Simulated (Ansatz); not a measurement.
**C2H6AlNSe: a ladder of functionals and wavefunction methods**

The task here is to estimate one member of a computed series from the others.

The runs use Ansatz 0.2.0, Gaussian basis; functionals in def2-TZVPP, the program's frozen cores in correlated methods.

The runs, in order: LDA (SPW92), PBE-D4, revPBE-D4, BLYP-D4, r2SCAN-D4, B97M-V, PBE0-D4, B3LYP-D4, r2SCANh-D4, r2SCAN0-D4, HSE06-D4, BHLYP-D4, CAM-B3LYP-D4, LC-ωPBE, ωB97X-V, ωB97M-V, B2PLYP, PBE-QIDH; CCSD(T)/def2-SVP; CCSD(T)/def2-TZVPP; MP2/def2-QZVPP; extrapolation to the limit; RPA on PBE.

## The geometry

An earlier PBE0-D4 in a triple-zeta def2 set relaxation fixed the geometry.

SMILES `[NH2][AlH][CH2]C=[Se]`, 11 atoms, charge 0, spin multiplicity 1.

Atoms are counted from 1 here; the program's logs count them from 0.

Bond lengths: N1–Al2 1.755 Å, N1–H6 1.007 Å, N1–H7 1.009 Å, Al2–C3 1.998 Å, Al2–H8 1.580 Å, C3–C4 1.442 Å, C3–H9 1.095 Å, C3–H10 1.094 Å, C4–Se5 1.774 Å, C4–H11 1.091 Å. Angles: Al2–N1–H6 125.4°, Al2–N1–H7 123.6°, H6–N1–H7 110.8°, N1–Al2–C3 118.6°, N1–Al2–H8 121.4°, C3–Al2–H8 120.0°, Al2–C3–C4 107.2°, Al2–C3–H9 103.0°, Al2–C3–H10 106.9°, C4–C3–H9 113.4°, C4–C3–H10 114.2°, H9–C3–H10 111.2°, C3–C4–Se5 127.1°, C3–C4–H11 115.5°, Se5–C4–H11 117.3°.

As a file:

```tsv
atom	x (Å)	y (Å)	z (Å)
N1	-1.84794	0.51463	-0.17390
Al2	-0.68431	-0.63750	-0.80526
C3	1.20660	-0.53558	-0.16666
C4	1.21736	0.30690	1.00326
Se5	1.37113	2.07344	1.04880
H6	-2.81706	0.57049	-0.44075
H7	-1.60425	1.26674	0.45242
H8	-1.10713	-1.74812	-1.84610
H9	1.73270	-0.09878	-1.02183
H10	1.53552	-1.56281	0.01684
H11	1.06278	-0.20651	1.95369
```

Set-up of the first run:

in.yaml reads:

```yaml
crystal:
  periodic: [false, false, false]
  atoms:
    - {symbol: N, position_ang: [-1.847936, 0.514628, -0.173901]}
    - {symbol: Al, position_ang: [-0.684313, -0.637499, -0.805261]}
    - {symbol: C, position_ang: [1.206599, -0.535579, -0.166662]}
    - {symbol: C, position_ang: [1.217362, 0.306897, 1.003256]}
    - {symbol: Se, position_ang: [1.371133, 2.073436, 1.048801]}
    - {symbol: H, position_ang: [-2.817057, 0.570492, -0.440751]}
    - {symbol: H, position_ang: [-1.604251, 1.266743, 0.452418]}
    - {symbol: H, position_ang: [-1.107134, -1.748121, -1.846099]}
    - {symbol: H, position_ang: [1.732705, -0.098778, -1.021828]}
    - {symbol: H, position_ang: [1.535517, -1.562807, 0.016839]}
    - {symbol: H, position_ang: [1.062776, -0.206511, 1.953687]}
basis:
  gaussian: {orbitals: def2-TZVPP}
hamiltonian: {xc: lda}
output: {orbitals: {seedname: orbitals}}
```

Steps of the session up to this table: LDA; PBE-D4 (GGA); revPBE-D4 (GGA); BLYP-D4 (GGA); r2SCAN-D4 (meta-GGA); B97M-V (meta-GGA); PBE0-D4 (hybrid); B3LYP-D4 (hybrid); r2SCANh-D4 (hybrid); r2SCAN0-D4 (hybrid); HSE06-D4 (hybrid); BHLYP-D4 (hybrid); CAM-B3LYP-D4 (range-separated); LC-ωPBE (range-separated); ωB97X-V (range-separated); ωB97M-V (range-separated); B2PLYP (double hybrid); PBE-QIDH (double hybrid).

One of the session's tables, all rows but one given; the rest of the session is left out.

It belongs to the step «Orbital energies across the functionals». 

| functional | HOMO (eV) | LUMO (eV) | gap (eV) |
| --- | --- | --- | --- |
| LDA (SPW92) | -4.91 | -3.03 | 1.89 |
| PBE-D4 | -4.77 | -2.82 | 1.95 |
| revPBE-D4 | -4.71 | -2.74 | 1.97 |
| BLYP-D4 | -4.60 | -2.66 | 1.94 |
| r2SCAN-D4 | -4.98 | -2.72 | 2.26 |
| B97M-V | -5.09 | -2.66 | 2.43 |
| PBE0-D4 | -5.90 | -2.02 | 3.89 |
| B3LYP-D4 | -5.66 | -2.18 | 3.48 |
| r2SCANh-D4 | -5.40 | -2.42 | 2.98 |
| r2SCAN0-D4 | -6.04 | -1.96 | 4.08 |
| HSE06-D4 | -5.50 | -2.39 | 3.11 |
| BHLYP-D4 | -6.87 | -1.04 | 5.84 |
| CAM-B3LYP-D4 | -7.18 | -0.94 | 6.24 |
| LC-ωPBE | -8.55 | 0.06 | 8.60 |
| ωB97X-V | ? | ? | ? |
| ωB97M-V | -8.07 | -0.03 | 8.04 |

Q: Estimate the row for ωB97X-V from the others.

**Answer.** HOMO (eV): -8.20; LUMO (eV): 0.04; gap (eV): 8.24. In the column «HOMO (eV)» it lies between LC-ωPBE (-8.55) and ωB97M-V (-8.07).
